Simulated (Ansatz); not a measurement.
# CrPbO3: the cost of one run

All numbers are computed with Ansatz 0.2.0 through its Python package. Level of theory: DFT PBEsol+U, plane waves, PAW.

**1. Starting point**

Symmetry: Pm-3m, No. 221, cubic system. The conventional cell has a = 3.917 Å, b = 3.917 Å, c = 3.917 Å, α = 90.00°, β = 90.00°, γ = 90.00°. Cr (site symmetry m-3m) is surrounded by 6 O at 1.96 Å. Around Pb (site symmetry m-3m) lie 12 O at 2.77 Å. O (site symmetry 4/mmm) has 2 Cr at 1.96 Å and 4 Pb at 2.77 Å in its first shell of neighbours.

No structure file is read: the coordinates are typed or built in the script.

**2. Script**

The input, plus_u_crpbo3.py:

```python
import warnings

import ansatz as az
import numpy as np


def count_gap(report):
    # lowest empty less highest filled band, counting bands; zero where they overlap
    return max(report.get('gap_by_band_count_ev') or 0.0, 0.0)

warnings.simplefilter('ignore', az.DeckWarning)

lattice = az.Lattice.of(
    [3.917057, 0.0, 0.0],
    [0.0, 3.917057, 0.0],
    [0.0, 0.0, 3.917057],
)
sites = [
    ('Cr', [0.0, 0.0, 0.0]),
    ('Pb', [0.5, 0.5, 0.5]),
    ('O', [0.0, 0.0, 0.5]),
    ('O', [0.0, 0.5, 0.0]),
    ('O', [0.5, 0.0, 0.0]),
]
crpbo3 = az.Crystal(lattice=lattice)
for symbol, position in sites:
    crpbo3 = crpbo3.atom(symbol, position)
crpbo3 = crpbo3.moments(Cr=3)

calc = (
    crpbo3.calculation()
    .functional(az.Functional.PBESOL)
    .kpoints(mesh=(6, 6, 6))
    .occupations('Gaussian', width=0.1)
    .spin('collinear')
    .band_table()
)
rows = []
for u in [1.0, 3.0, 5.0, 7.0]:
    data = calc.hubbard('Cr', 'd', u_eff=u).run(threads=1, pin='off').report
    shell = data['hubbard']['n_scf']
    rows.append((u, count_gap(data), sum(shell) / len(shell), max(abs(m) for m in data['site_moments_mub']), data['n_iterations']))
print('      U_eff eV  gap by band count eV  Cr d occupation (projector)  largest moment muB      iterations')
for row in rows:
    print(f'{str(row[0]):>14s}  {row[1]:20.3f}  {row[2]:27.4f}  {row[3]:18.3f}  {row[4]:14d}')
print('eigenvalues of the first occupation matrix at the last U, by spin:')
for channel in data['hubbard']['n_eig'][0]:
    print('  ', ' '.join(f'{n:.3f}' for n in channel))
```

**3. The run**

Run with:

```console
$ python plus_u_crpbo3.py
```

**Question.** How long does this script take on 1 thread of Arm Neoverse V1, shared host, and how much memory does it need?

About 48 s, with a peak of 0.64 GiB.
